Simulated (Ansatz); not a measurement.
# C2H5GaSSi: one species, many methods

How much do the methods differ for C2H5GaSSi? The plan is to run it at one geometry with functionals of several rungs and with coupled cluster. The yardstick is the atomisation energy at the CCSD(T) limit.

The runs use Ansatz 0.2.0, Gaussian basis; functionals in def2-TZVPP, the program's frozen cores in correlated methods.

Plan: LDA (SPW92), PBE-D4, revPBE-D4, BLYP-D4, r2SCAN-D4, B97M-V, PBE0-D4, B3LYP-D4, r2SCANh-D4, r2SCAN0-D4, HSE06-D4, BHLYP-D4, CAM-B3LYP-D4, LC-ωPBE, ωB97X-V, ωB97M-V, B2PLYP, PBE-QIDH; CCSD(T)/def2-SVP; CCSD(T)/def2-TZVPP; MP2/def2-QZVPP; extrapolation to the limit; RPA on PBE.

### 1 Structure used throughout

All runs share one geometry, relaxed beforehand with PBE0-D4 in a triple-zeta def2 set.

SMILES `[SiH3][C]1=C[S][GaH]1`, 10 atoms, charge 0, spin multiplicity 1.

Atoms are counted from 1 here; the program's logs count them from 0.

Bond lengths: Si1–C2 1.840 Å, Si1–H6 1.489 Å, Si1–H7 1.489 Å, Si1–H8 1.490 Å, C2–C3 1.349 Å, C2–Ga5 1.958 Å, C3–S4 1.784 Å, C3–H9 1.091 Å, S4–Ga5 2.272 Å, Ga5–H10 1.554 Å. Angles: C2–Si1–H6 110.8°, C2–Si1–H7 110.8°, C2–Si1–H8 110.3°, H6–Si1–H7 107.1°, H6–Si1–H8 108.8°, H7–Si1–H8 108.8°, Si1–C2–C3 126.7°, Si1–C2–Ga5 141.4°, C3–C2–Ga5 91.9°, C2–C3–S4 117.7°, C2–C3–H9 125.5°, S4–C3–H9 116.9°, C3–S4–Ga5 71.9°, C2–Ga5–S4 78.6°, C2–Ga5–H10 148.8°, S4–Ga5–H10 132.6°.

Geometry (Å):

```mol
C2H5GaSSi
  3D, bonds by distance, orders not assigned

 10 10  0  0  0  0  0  0  0  0999 V2000
   -1.4016   -0.7536   -0.5707 Si  0  0
    0.1239    0.0709    0.0433 C   0  0
    0.7006   -0.0954    1.2509 C   0  0
    2.1851    0.8317    1.5941 S   0  0
    1.4977    1.3527   -0.5078 Ga  0  0
   -2.4448    0.2518   -0.9149 H   0  0
   -1.1194   -1.5344   -1.8070 H   0  0
   -1.9456   -1.6748    0.4662 H   0  0
    0.3354   -0.7527    2.0419 H   0  0
    2.0688    2.3038   -1.5959 H   0  0
  1  2  8  0
  2  3  8  0
  3  4  8  0
  4  5  8  0
  1  6  8  0
  1  7  8  0
  1  8  8  0
  3  9  8  0
  5 10  8  0
  2  5  8  0
M  END
```

### 2 LDA

This LDA is Slater exchange with PW92 correlation.

Contents of in.yaml:

```yaml
crystal:
  periodic: [false, false, false]
  atoms:
    - {symbol: Si, position_ang: [-1.401576, -0.753606, -0.570674]}
    - {symbol: C, position_ang: [0.123922, 0.070908, 0.043272]}
    - {symbol: C, position_ang: [0.700587, -0.095447, 1.250939]}
    - {symbol: S, position_ang: [2.185074, 0.831685, 1.594090]}
    - {symbol: Ga, position_ang: [1.497686, 1.352677, -0.507833]}
    - {symbol: H, position_ang: [-2.444818, 0.251844, -0.914938]}
    - {symbol: H, position_ang: [-1.119418, -1.534415, -1.806973]}
    - {symbol: H, position_ang: [-1.945604, -1.674813, 0.466186]}
    - {symbol: H, position_ang: [0.335389, -0.752677, 2.041854]}
    - {symbol: H, position_ang: [2.068766, 2.303834, -1.595923]}
basis:
  gaussian: {orbitals: def2-TZVPP}
hamiltonian: {xc: lda}
output: {orbitals: {seedname: orbitals}}
```

Command:

```
$ ansatz run in.yaml --threads 4 --pin off --events-out ev --progress --plain --max-ram 10444MiB
```

The runs that follow: PBE-D4 (GGA); revPBE-D4 (GGA); BLYP-D4 (GGA); r2SCAN-D4 (meta-GGA); B97M-V (meta-GGA); B3LYP-D4 (hybrid); r2SCANh-D4 (hybrid); r2SCAN0-D4 (hybrid); HSE06-D4 (hybrid); BHLYP-D4 (hybrid); CAM-B3LYP-D4 (range-separated); LC-ωPBE (range-separated); ωB97X-V (range-separated); ωB97M-V (range-separated); B2PLYP (double hybrid); PBE-QIDH (double hybrid); CCSD(T) in def2-SVP; CCSD(T) in def2-TZVPP; MP2 in def2-QZVPP; RPA on PBE orbitals.

**Question.** What will the summary of the whole plan be? Wanted: atomisation energy, CCSD(T)/CBS; farthest beyond LDA; mean size of error, GGA; mean size of error, meta-GGA; mean size of error, hybrid; mean size of error, range-separated; mean size of error, double hybrid; gap, smallest and largest; T1 diagnostic.

**Answer**, as computed:

```
                               quantity                                                                                                                                 value
        atomisation energy, CCSD(T)/CBS                                                                                                                         3393.7 kJ/mol
 functionals within 33.9 kJ/mol (1.0 %)  revPBE-D4, r2SCAN-D4, B97M-V, PBE0-D4, B3LYP-D4, r2SCANh-D4, r2SCAN0-D4, HSE06-D4, CAM-B3LYP-D4, LC-ωPBE, ωB97X-V, ωB97M-V, PBE-QIDH
                    farthest beyond LDA                                                                                                              BHLYP-D4 (-107.5 kJ/mol)
                mean size of error, GGA                                                                                                                           41.1 kJ/mol
           mean size of error, meta-GGA                                                                                                                           23.8 kJ/mol
             mean size of error, hybrid                                                                                                                           31.5 kJ/mol
    mean size of error, range-separated                                                                                                                           15.9 kJ/mol
      mean size of error, double hybrid                                                                                                                           29.6 kJ/mol
              gap, smallest and largest                                                                                              2.38 eV (LDA (SPW92)), 8.98 eV (LC-ωPBE)
                          T1 diagnostic                                                                                                                                0.0145
triples share of the correlation energy                                                                                                                                 4.8 %
```

LDA overbinds by 487.9 kJ/mol (14 %). PBE-D4 misses by +55.2 kJ/mol. Double hybrids carry the basis error of their MP2 part in triple zeta, and no dispersion term here, so their miss is partly the set-up's. The rungs range-separated, meta-GGA, double hybrid, hybrid miss on average by less than the doubt on the reference (33.9 kJ/mol), so they tie. Misses under about 33.9 kJ/mol are within the doubt on the reference itself, which lacks core-valence correlation, relativity and higher excitations, and its outer-core shells are covered unevenly. Hartree-Fock recovers 72 % of the binding; the rest is correlation. CCSD(T) in def2-SVP is off by -211.3 kJ/mol, so the small basis spoils what the method gains. Orbital gaps span 2.4 to 9.0 eV; exact exchange widens them. Correlated methods include outer-core shells of Ga, which these sets cover unevenly.
